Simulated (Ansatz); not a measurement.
Write a Python script for the Ansatz DFT code, driven from Python that makes a single point from an input written key by key of C₃H₆OSi, SMILES C=C1OC1[SiH3]. Settings: PBE0, def2-SVP basis, multiplicity 1.

The script reads `input.yaml`:
```yaml
crystal:
  periodic: [false, false, false]
  atoms:
    - { symbol: C, position_ang: [-1.0709, 1.7239, -0.4757] }
    - { symbol: C, position_ang: [-0.9421, 0.501, -0.1751] }
    - { symbol: O, position_ang: [-1.4899, -0.3926, 0.6366] }
    - { symbol: C, position_ang: [-0.2554, -0.7345, -0.2885] }
    - { symbol: Si, position_ang: [1.3258, -1.048, 0.4821] }
    - { symbol: H, position_ang: [-1.8816, 2.3719, 0.0112] }
    - { symbol: H, position_ang: [-0.4902, 2.2517, -1.2451] }
    - { symbol: H, position_ang: [-0.5447, -1.3453, -1.1415] }
    - { symbol: H, position_ang: [1.5609, -0.1521, 1.7229] }
    - { symbol: H, position_ang: [2.4109, -0.7765, -0.4578] }
    - { symbol: H, position_ang: [1.4426, -2.4565, 0.9516] }
basis:
  gaussian: { orbitals: def2-SVP }
hamiltonian:
  xc: pbe0
```

`deck_c3h6osi.py`
```python
'''C3H6OSi through the session interface.'''

import ansatz as az

session = az.Session.from_deck('input.yaml')
rep = session.plan(threads=1).execute().report

print('reference energy %16.6f eV' % rep['reference_energy_ev'])
print('total energy     %16.6f eV' % rep['free_energy_ev'])
print('occupied orbitals outside the frozen core (up, down):', rep['n_occupied'], ' frozen:', rep['n_frozen'], ' virtual:', rep['n_virtual'])
symbols = ['C', 'C', 'O', 'C', 'Si', 'H', 'H', 'H', 'H', 'H', 'H']
state = rep['mean_field']['state']
print(f'mean field: {state["energy"]["hartree"]:.7f} Ha, <S^2> = {abs(state["spin_squared"]):.4f}, stability: {state.get("stability", {}).get("kind")}')
```

```console
$ python deck_c3h6osi.py
reference energy    -13114.739167 eV
total energy        -13114.739167 eV
occupied orbitals outside the frozen core (up, down): [23, 23]  frozen: 0  virtual: [81, 81]
mean field: -481.9577749 Ha, <S^2> = 0.0000, stability: minimum
```

Notes:
- Total energies depend on the basis set; only differences at equal settings carry meaning.
- The geometry is a force-field or estimated start, not a minimum of this method, and the basis set is short of its limit.
- Wall time of the script: 2.5 s on 1 thread of Arm Neoverse V2, on a shared host, peak memory 0.23 GiB.
